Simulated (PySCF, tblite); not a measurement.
# C₆H₁₁BF₂S: geometry, infrared bands and NMR shifts

Aim: predict the infrared bands and NMR shifts of C₆H₁₁BF₂S (`C[C@@H]1BCS[C@H](C(F)F)C1`).

The runs use tblite 0.8.0 and PySCF 2.14.0, with density-fitted response routines of our own; the level of theory stands in each step. All values are computed, except where a source is named. Atoms are numbered from 0 throughout.

### Step 1. The starting structure

21 atoms, charge 0, multiplicity 1; geometry from: force field or distance geometry start.

Bonds of the start (Å): C0–C1 1.50, C1–B2 1.57, B2–C3 1.59, C3–S4 1.83, S4–C5 1.81, C5–C6 1.50, C6–F7 1.39, C6–F8 1.39, C5–C9 1.49, C9–C1 1.52, C0–H10 1.11, C0–H11 1.12, C0–H12 1.12, C1–H13 1.13, B2–H14 1.21, C3–H15 1.08, C3–H16 1.14, C5–H17 1.13, C6–H18 1.10, C9–H19 1.12, C9–H20 1.12.

### Step 2. Relaxing the molecule with GFN2-xTB

The job: settings as JSON, then the geometry in Å.

```
{"job": {"kind": "relax", "xc": "GFN2-xTB", "basis": "xTB"}, "charge": 0, "multiplicity": 1}
C     -2.269000    -1.095400     0.074900
C     -1.054200    -0.234500     0.247800
B     -1.294200     1.171600    -0.401600
C     -0.170800     2.294200    -0.516100
S      1.355800     1.389900    -0.969500
C      1.352600    -0.051300     0.127000
C      2.688100    -0.726400     0.214600
F      3.608700     0.196200     0.704800
F      2.599800    -1.722300     1.184700
C      0.203700    -0.907600    -0.277700
H     -2.037300    -2.087700    -0.353300
H     -2.829800    -1.162300     1.036500
H     -2.973300    -0.571800    -0.623100
H     -0.879300    -0.098800     1.352800
H     -2.424700     1.596100    -0.347500
H     -0.424000     3.098000    -1.187900
H      0.025100     2.648400     0.548300
H      1.092500     0.350800     1.147800
H      2.997300    -1.133500    -0.759600
H      0.304600    -1.923700     0.189400
H      0.119500    -1.012800    -1.392600
```

Run with:

```sh
$ OMP_NUM_THREADS=1 python probes_run.py task.json out
```

The driver reads the jobs from task.json and runs them one after another.

**Question.** This job is followed by: GFN2-xTB harmonic vibrations, gas phase; GIAO PBE0/pcSseg-1 NMR shielding, non-relativistic, gas phase. What will the session give for the following? strongest single infrared mode (GFN2-xTB); zero-point energy (GFN2-xTB); ¹³C shifts against TMS (PBE0/pcSseg-1); ¹H shifts against TMS (PBE0/pcSseg-1, means over atoms taken as alike); ¹¹B shifts against BF3·OEt2 (PBE0/pcSseg-1); ³³S shifts against CS2 (PBE0/pcSseg-1); ¹⁹F shifts against CFCl3 (PBE0/pcSseg-1); surface potential, 1st and 99th percentile.

As calculated:

| quantity | value |
| --- | --- |
| strongest single infrared mode (GFN2-xTB) | 2637 cm⁻¹, 124 km/mol |
| zero-point energy (GFN2-xTB) | 101.5 kcal/mol |
| ¹³C shifts against TMS (PBE0/pcSseg-1) | 123.7, 53.9, 37.6, 37.5, 32.5, 19.4 ppm |
| ¹H shifts against TMS (PBE0/pcSseg-1, means over atoms taken as alike) | 7.60, 5.88, 3.38, 2.96, 2.89, 2.34, 1.34, 1.27, 1.16 ppm |
| ¹¹B shifts against BF3·OEt2 (PBE0/pcSseg-1) | 84.6 ppm |
| ³³S shifts against CS2 (PBE0/pcSseg-1) | -15 ppm |
| ¹⁹F shifts against CFCl3 (PBE0/pcSseg-1) | -135.6, -143.5 ppm |
| surface potential, 1st and 99th percentile | -1.12 V and 1.55 V |

In words: The optimisation took 88 steps and gained 0.983 eV; among the close pairs (by a distance rule), C3–H16 changed most, from 1.139 to 1.095 Å. All 57 modes are real, so the xTB geometry is a minimum. The strongest single mode, at 2637 cm⁻¹, moves mainly H14. Unscaled tight-binding wavenumbers are off by several per cent, some by more. Its intensities can rank the bands wrongly. At PBE0/pcSseg-1: The widest tensor belongs to S4: span 319 ppm, with a paramagnetic part of -538 ppm. At PBE0/pcSseg-1, counted by nearest atom on the grid, the HOMO lies on S4 76 %, the LUMO on B2 52 %; H14 13 %.
